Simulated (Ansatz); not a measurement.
# C2H9AlSSi: the cost of one run

Computed with Ansatz 0.2.0, Gaussian basis. Level: functionals in def2-TZVPP, the program's frozen cores in correlated methods.

Levels to be run: PBE-D4, r2SCAN-D4, PBE0-D4, B3LYP-D4, ωB97X-V, ωB97M-V, B2PLYP; CCSD(T)/def2-TZVPP; MP2/def2-QZVPP; extrapolation to the limit.

## 1. The relaxed structure

The geometry comes from an earlier relaxation with PBE0-D4 in a triple-zeta def2 set; it is a stationary point, not always the lowest conformer.

SMILES `CC[SiH]([AlH2])S`, 14 atoms, charge 0, spin multiplicity 1.

Atoms are counted from 1 here; the program's logs count them from 0.

Bond lengths: C1–C2 1.528 Å, C1–H6 1.093 Å, C1–H7 1.093 Å, C1–H8 1.093 Å, C2–Si3 1.881 Å, C2–H9 1.094 Å, C2–H10 1.095 Å, Si3–Al4 2.395 Å, Si3–S5 2.294 Å, Si3–H11 1.493 Å, Al4–H12 1.586 Å, Al4–H13 1.585 Å, S5–H14 1.344 Å. Angles: C2–C1–H6 111.2°, C2–C1–H7 111.6°, C2–C1–H8 111.5°, H6–C1–H7 107.4°, H6–C1–H8 107.5°, H7–C1–H8 107.5°, C1–C2–Si3 111.8°, C1–C2–H9 110.7°, C1–C2–H10 110.3°, Si3–C2–H9 108.9°, Si3–C2–H10 108.2°, H9–C2–H10 106.8°, C2–Si3–Al4 125.7°, C2–Si3–S5 105.1°, C2–Si3–H11 109.4°, Al4–Si3–S5 64.5°, Al4–Si3–H11 124.8°, S5–Si3–H11 103.2° and more.

## 2. PBE-D4 (GGA)

in.yaml reads:

```yaml
crystal:
  periodic: [false, false, false]
  atoms:
    - {symbol: C, position_ang: [-1.439918, 1.508553, 1.063867]}
    - {symbol: C, position_ang: [-0.478662, 1.206562, -0.084307]}
    - {symbol: Si, position_ang: [0.595348, -0.294241, 0.281030]}
    - {symbol: Al, position_ang: [0.372981, -2.453235, -0.731923]}
    - {symbol: S, position_ang: [1.833196, -0.622941, -1.622735]}
    - {symbol: H, position_ang: [-2.060099, 2.380002, 0.840725]}
    - {symbol: H, position_ang: [-0.903285, 1.719498, 1.992837]}
    - {symbol: H, position_ang: [-2.111425, 0.667816, 1.256195]}
    - {symbol: H, position_ang: [0.169590, 2.065389, -0.282906]}
    - {symbol: H, position_ang: [-1.036654, 1.010821, -1.005483]}
    - {symbol: H, position_ang: [1.625306, 0.068100, 1.299231]}
    - {symbol: H, position_ang: [-0.820658, -2.605545, -1.764985]}
    - {symbol: H, position_ang: [1.318086, -3.630997, -0.249742]}
    - {symbol: H, position_ang: [2.923396, -1.049079, -0.963004]}
basis:
  gaussian: {orbitals: def2-TZVPP}
hamiltonian: {xc: pbe, dispersion: d4}
output: {forces: true, orbitals: {seedname: orbitals}}
```

Launch:

```sh
$ ansatz run in.yaml --threads 4 --pin off --events-out ev --progress --plain --max-ram 10444MiB
```

Q: Estimate wall time and peak memory on 4 threads of Arm Neoverse V1, shared host.

About 4.7 s, with a peak of 0.52 GiB.
